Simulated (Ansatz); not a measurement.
**Be2Ag (database structure): how the settings move a relaxation**

How sensitive is a relaxation of Be2Ag (database structure) to its settings? A reference run comes first, then three runs with altered input.

Computed with Ansatz 0.2.0 (reference: DFT r2SCAN, plane waves, PAW, scalar-relativistic, no spin polarisation, unless a step's input says otherwise).

## (1) Starting point

It takes space group Fd-3m (No. 227, cubic). Conventional cell: a = 6.340 Å, b = 6.340 Å, c = 6.340 Å, α = 90.00°, β = 90.00°, γ = 90.00°. Ag (site symmetry -43m) has 12 Be at 2.63 Å and 4 Ag at 2.75 Å as nearest neighbours. Be (site symmetry -3m) is surrounded by 6 Be at 2.24 Å.

Structure file:

```
CELL_PARAMETERS angstrom
0.00000 3.17017 3.17017
3.17017 0.00000 3.17017
3.17017 3.17017 0.00000
ATOMIC_POSITIONS crystal
Ag 0.00000 0.00000 0.00000
Ag 0.25000 0.25000 0.25000
Be 0.62500 0.62500 0.62500
Be 0.12500 0.62500 0.62500
Be 0.62500 0.62500 0.12500
Be 0.62500 0.12500 0.62500
```

## (2) Reference

File input.yaml:

```yaml
crystal:
  lattice:
    - [0.0, 3.170166, 3.170166]
    - [3.170166, 0.0, 3.170166]
    - [3.170166, 3.170166, 0.0]
  atoms:
    - { symbol: Ag, position: [0.0, 0.0, 0.0] }
    - { symbol: Ag, position: [0.25, 0.25, 0.25] }
    - { symbol: Be, position: [0.625, 0.625, 0.625] }
    - { symbol: Be, position: [0.125, 0.625, 0.625] }
    - { symbol: Be, position: [0.625, 0.625, 0.125] }
    - { symbol: Be, position: [0.625, 0.125, 0.625] }
  symmetry: { tolerance: 0.0003 }
kpoints:
  mp_grid: { grid: [5, 5, 5], shift: [0, 0, 0] }
magnetization:
  spin_polarized: false
scf:
  occupations: { method: fermi_dirac }
hamiltonian:
  pseudopotentials: { kind: paw }
  xc: r2scan
basis:
  ecutwfc: 500
output:
  forces: true
  stress: true
  eigenvalues: true
  write_density: true
  write_potential: true
  elf: true
  volumetric_format: npy
relax:
  max_steps: 40
  cell: {}
```

Launch:

```console
$ ansatz run input.yaml --threads 1 --pin off --max-ram 2560MiB --backend cpu --events-out ev --progress --plain --runs-dir out
```

## (3) Variant: mp_grid.shift [0.5, 0.5, 0.5], hubbard.sites [{species: Ag, l: d, u_eff: 8.0}], hubbard.double_counting fll

Changes to input.yaml since step 2:

```diff
@@ -14,3 +14,3 @@
 kpoints:
-  mp_grid: { grid: [5, 5, 5], shift: [0, 0, 0] }
+  mp_grid: { grid: [5, 5, 5], shift: [0.5, 0.5, 0.5] }
 magnetization:
@@ -22,2 +22,3 @@
   xc: r2scan
+  hubbard: { sites: [{ species: Ag, l: d, u_eff: 8.0 }], double_counting: fll }
 basis:
@@ -28,6 +29,2 @@
   eigenvalues: true
-  write_density: true
-  write_potential: true
-  elf: true
-  volumetric_format: npy
 relax:
```

## (4) Variant: starting moments, spin_polarized true, preconditioner kerker

File input.yaml:

```yaml
crystal:
  lattice:
    - [0.0, 3.170166, 3.170166]
    - [3.170166, 0.0, 3.170166]
    - [3.170166, 3.170166, 0.0]
  atoms:
    - { symbol: Ag, position: [0.0, 0.0, 0.0], spin: 1.0 }
    - { symbol: Ag, position: [0.25, 0.25, 0.25], spin: -4.0 }
    - { symbol: Be, position: [0.625, 0.625, 0.625], spin: 4.0 }
    - { symbol: Be, position: [0.125, 0.625, 0.625], spin: 2.0 }
    - { symbol: Be, position: [0.625, 0.625, 0.125], spin: 0.5 }
    - { symbol: Be, position: [0.625, 0.125, 0.625], spin: -1.0 }
  symmetry: { tolerance: 0.0003 }
kpoints:
  mp_grid: { grid: [5, 5, 5], shift: [0, 0, 0] }
magnetization:
  spin_polarized: true
scf:
  occupations: { method: fermi_dirac }
  mixing: { preconditioner: kerker }
hamiltonian:
  pseudopotentials: { kind: paw }
  xc: r2scan
basis:
  ecutwfc: 500
output:
  forces: true
  stress: true
  eigenvalues: true
relax:
  max_steps: 40
  cell: {}
```

## (5) Variant: symmetry.detect false, lower_state_search light, ecutrho_ratio 9, tolerance left to its default

Changes to input.yaml since step 2:

```diff
@@ -12,3 +12,3 @@
     - { symbol: Be, position: [0.625, 0.125, 0.625] }
-  symmetry: { tolerance: 0.0003 }
+  symmetry: { detect: false }
 kpoints:
@@ -19,2 +19,3 @@
   occupations: { method: fermi_dirac }
+  lower_state_search: light
 hamiltonian:
@@ -24,2 +25,3 @@
   ecutwfc: 500
+  ecutrho_ratio: 9
 output:
@@ -28,6 +30,2 @@
   eigenvalues: true
-  write_density: true
-  write_potential: true
-  elf: true
-  volumetric_format: npy
 relax:
```

What does the calculation give? Wanted: for each run, ending; energy change; pressure; gap; force.

The runs gave:

| run | ending | energy change | pressure (GPa) | gap (eV) | force (eV/Å) | cycles | time |
| --- | --- | --- | --- | --- | --- | --- | --- |
| reference | converged | 0 | 0.0 | 0.00 | 0.00 | 23 | 15 s (other work) |
| 1: mp_grid.shift [0.5, 0.5, 0.5], hubbard.sites [{species: Ag, l: d, u_eff: 8.0}], hubbard.double_counting fll | converged | +191.9 meV/atom (with the U term) | 0.0 | 0.00 | 0.00 | 30 | 33 s |
| 2: starting moments, spin_polarized true, preconditioner kerker | converged | 0.0 meV/atom | 0.0 | 0.00 | 0.00 | 46 | 7.1 min |
| 3: symmetry.detect false, lower_state_search light, ecutrho_ratio 9, tolerance left to its default | converged | 0.0 meV/atom | 0.0 | 0.00 | 0.00 | 28 | 3 min |

Times don't compare one to one where runs were asked for different outputs or read a saved state (see the inputs); cycles count all SCF loops of a run, searches for a lower state included, where those made up much of it.

What this shows: Among the runs that keep the physical model, none moves the energy noticeably. Of the variants the dearest is «starting moments, spin_polarized true, preconditioner kerker» (7.1 min), the cheapest «mp_grid.shift [0.5, 0.5, 0.5], hubbard.sites [{species: Ag, l: d, u_eff: 8.0}], hubbard.double_counting fll» (33 s), on a shared host.

The reference is no final answer either: its mesh is coarse for a cell with so small a gap or none.
